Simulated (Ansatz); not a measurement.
Runs of Ansatz 0.2.0 on HfB. The structure is cubic, space group Fm-3m (No. 225). The conventional cell has a = 4.620 Å, b = 4.620 Å, c = 4.620 Å, α = 90.00°, β = 90.00°, γ = 90.00°. Hf (site symmetry m-3m) has 6 B at 2.31 Å as nearest neighbours. B (site symmetry m-3m) is surrounded by 6 Hf at 2.31 Å. 

```csv
level,gap on the mesh (eV),pressure (GPa),relaxed volume (Å³/atom)
PBEsol,none,0.0,13.72
BLYP,none,0.0,14.59
PBE,none,0.0,(a)
BLYP+D4,none,0.0,14.00
LDA,none,0.0,13.38
BLYP+D3(BJ),none,0.0,(b)
```

Alike in all rows: task relaxation of cell and atoms; potentials or basis Ansatz PAW; no spin polarisation; cell relaxed; k mesh 10 × 10 × 10; cutoff (eV) 420; smearing fermi-dirac 0.05 eV.

**Question.** Estimate the missing entries.

**Answer.** (a) 14.13; (b) 13.75.

Caveats: the plane-wave basis is chosen anew once the cell has moved, so the energies of steps on either side of that aren't comparable; the PAW data sets come from PBE, with cores solved anew for the run's functional, which leaves a small shift of forces and pressure (some runs); pairwise dispersion overbinds metals, which lowers pressure and volume (some runs); the volume moved by over 15 % at a fixed basis, so the end points are rough (some runs).

A k mesh can miss the band edges, and the runs leave out spin-orbit coupling on Hf.

A gap of «none» marks a metal or a gap under the smearing width.
